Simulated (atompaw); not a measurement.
**A PAW (atompaw) potential for Ge, from input to tests**

Do these settings give a usable potential? It is generated, then checked for scattering, ghosts and hardness.

Program: atompaw 4.2.0.5. Reference atom: PBE, scalar-relativistic, spherical and spin-unpolarised. All values are calculated.

### 1 Starting point

The settings as typed:

* element: germanium (Ge, Z = 32)
* type: PAW
* frozen core: [Ar] 3d10
* valence charge: 4
* reference configuration: 4s1.5 4p2.5
* partial waves: 4s (bound): rc 1.95 bohr; 4s channel at 0.25 Ry: rc 1.95 bohr; 4p (bound): rc 1.80 bohr; 4p channel at 0.65 Ry: rc 1.80 bohr; 4d channel at 0.35 Ry: rc 2.15 bohr; 4d channel at 0.7 Ry: rc 2.15 bohr
* local potential: bessel scheme, radius 1.40 bohr
* core correction: smooth core density matched at 1.55 bohr
* augmentation charge: sinc compensation charge, radius 1.85 bohr; PAW radius 2.15 bohr; waves and projectors: custom polynom vanderbiltortho

### 2 Generating the potential

Ge.input

```
Ge 32
GGA-PBE scalarrelativistic loggrid 1500 logderivrange -3 5 201
4 4 3 0 0 0
4 0 1.5
4 1 2.5
0 0 0
c
c
c
v
c
c
v
c
2
2.15 1.85 1.40 1.55
y
0.25
n
y
0.65
n
y
0.35
y
0.7
n
custom polynom vanderbiltortho sinc
bessel
1.95
1.95
1.80
1.80
2.15
2.15
PWSCFOUT
UPFDX 0.0125d0 UPFXMIN -7.d0 UPFZMESH 32.d0
END
```

Run with:

```
$ atompaw < Ge.input > Ge.log
```

Q: Predict the outcome of this session. Wanted: cutoffs for 10 and 1 mRy, occupied levels; bound ghosts; largest phase difference near zero energy, channels read; lowest eigenvalue of the overlap; share of valence orbitals outside the PAW sphere; UPF file.

**Answer**, as computed:

| quantity | value |
| --- | --- |
| cutoffs for 10 and 1 mRy, occupied levels | 12 Ry and 21 Ry |
| bound ghosts | d at -17.44 eV |
| largest phase difference near zero energy, channels read | 0.009 rad |
| lowest eigenvalue of the overlap (Bessel basis) | 0.117 (s) |
| share of valence orbitals outside the PAW sphere | 4s 41 %, 4p 68 % |
| UPF file | written |

What this shows: A bound ghost (d) makes it unfit for use: electrons can fall into a state that the atom doesn't have. The potential is soft on the atom at that tolerance: the looser tolerance needs 12 Ry. Near zero energy the phases of the channels with partial waves agree within 0.009 rad. These are tests on the free atom; a crystal test is still owed.
